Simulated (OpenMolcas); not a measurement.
# Tc⁵⁺ among point charges: CASSCF and CASPT2 levels and susceptibility

How does a field of 5 point charges split the states of Tc⁵⁺, and what χT follows?

Method: state-averaged CASSCF and CASPT2, spin-orbit coupling by RASSI with atomic mean-field integrals. Code: OpenMolcas 26.06.

### 1 The system

* Species: Tc⁵⁺ (technetium, Z = 43, 38 electrons)
* Basis: ANO-RCC-VDZP [6s5p3d1f], 43 functions
* Scalar Hamiltonian: DKH2, point nucleus
* Inactive shells: 1s 2s 2p 3s 3p 3d 4s 4p
* Active space: 2 electrons in 5 orbitals (4d)
* Some configurations of this space: 4d2
* Orbitals: optimised for each spin and parity, averaged over all roots

Outer shells as boxes (Hund's rule):

4d2
```
4d [↑ ][↑ ][  ][  ][  ]
```

The ion sits among 5 point charges of -2 e arranged as a square pyramid (C4v), 2.16 Å from the ion, with the axial distance 2.268 Å.

Each step is its own input file, run in one work folder so that later steps find the files of earlier ones. Labels, J, g values, rates, χT and fits are worked out afterwards by a script from the matrices that RASSI stores.

### 2 GATEWAY and SEWARD: basis and integrals

Input file a.inp:

```
&GATEWAY
Coord
1

Tc 0.0 0.0 0.0
Basis=ANO-RCC-VDZP
Group=NoSym
NoMove
AngMom=0.0 0.0 0.0
AMFI
XField
5 Angstrom 0
2.160000 0.000000 0.000000 -2.000000
0.000000 2.160000 0.000000 -2.000000
-2.160000 0.000000 0.000000 -2.000000
0.000000 -2.160000 0.000000 -2.000000
0.000000 0.000000 2.268000 -2.000000
&SEWARD
```

Command:

```
OMP_NUM_THREADS=1 MOLCAS_MEM=1689 MOLCAS_PROJECT=a pymolcas a.inp > a.log
```

### 3 Reference wave functions, triplets, 10 roots

Input file a.inp:

```
&RASSCF
FileOrb=start.orb
Symmetry=1
Spin=3
nActEl=2 0 0
Inactive=18
Ras2=5
CIRoot=10 10 1
SDav=10
CIMx=300
Iter=120 100
PrWF=0.3
OrbListing=Nothing
MaxOrb=0
>>> COPY $Project.JobIph JOB001
```

start.orb holds the contracted functions of the basis, ordered by shell, or the orbitals of the step before.

### 4 CASSCF: singlets, 15 roots

Input file a.inp:

```
&RASSCF
FileOrb=start.orb
Symmetry=1
Spin=1
nActEl=2 0 0
Inactive=18
Ras2=5
CIRoot=15 15 1
SDav=15
CIMx=300
Iter=120 100
PrWF=0.3
OrbListing=Nothing
MaxOrb=0
>>> COPY $Project.JobIph JOB002
```

### 5 State interaction with spin-orbit coupling

Input file a.inp:

```
&RASSI
NrOfJobIphs=2 10 15
1 2 3 4 5 6 7 8 9 10
1 2 3 4 5 6 7 8 9 10 11 12 13 14 15
IphNames
JOB001
JOB002
EJob
SpinOrbit
DIPRint=1.0
SOCoupling=1000.0
Subsets=2
Property=9
'ANGMOM' 1 'ANGMOM' 2 'ANGMOM' 3 'MLTPL  1' 1 'MLTPL  1' 2 'MLTPL  1' 3
'AMFI' 1 'AMFI' 2 'AMFI' 3
SOProperty=3
'ANGMOM' 1 'ANGMOM' 2 'ANGMOM' 3
```

### 6 CASPT2: IPEA 0.25, imaginary shift 0.1 (closed shells correlated: 4s 4p)

Input file a.inp:

```
>>> COPY JOB001 $Project.JobIph
&CASPT2
Multistate=10 1 2 3 4 5 6 7 8 9 10
NoMult
Frozen=14
IPEA=0.25
Imaginary=0.1
MaxIter=60
WThr=0.0 0.3 0.05
PrWF=0.5
NoMix
>>> COPY JOB002 $Project.JobIph
&CASPT2
Multistate=15 1 2 3 4 5 6 7 8 9 10 11 12 13 14 15
NoMult
Frozen=14
IPEA=0.25
Imaginary=0.1
MaxIter=60
WThr=0.0 0.3 0.05
PrWF=0.5
NoMix
```

(Steps that only read results are left out.)

What does the calculation give? Wanted: spin-free ground state; first state of the same spin within the active space; lowest level; next level.

As calculated:

| quantity | value |
| --- | --- |
| method | SS-CASPT2, IPEA 0.25, imaginary shift 0.1 (closed shells correlated: 4s 4p) |
| spin-free ground state | triplet, 1-fold in its orbital part |
| first state of the same spin within the active space | triplet at 1940 cm⁻¹ |
| lowest level | 1-fold |
| next level | 599.6 cm⁻¹ |
| χT at 300 K | 0.12 cm³ K/mol |
| effective moment at 300 K | 0.97 μB |

Cost by method:

```tsv
method	time of its own steps	time with the reference
A. CASSCF	5.4 s	5.4 s
B. SS-CASPT2, IPEA 0.25, imaginary shift 0.1, +4s 4p	2.5 s	7.9 s
```

Times are of one thread on a shared host.

The spin-free ground state (triplet) comes to 93 % from free-ion F terms and keeps the highest spin of the shell. χT at 300 K is 0.12, against 1.00 cm³ K/mol for the spin alone, so spin-orbit coupling lowers it. The field of point charges can differ much from that of real complexes. This is an electrostatic model: the charges have no orbitals.
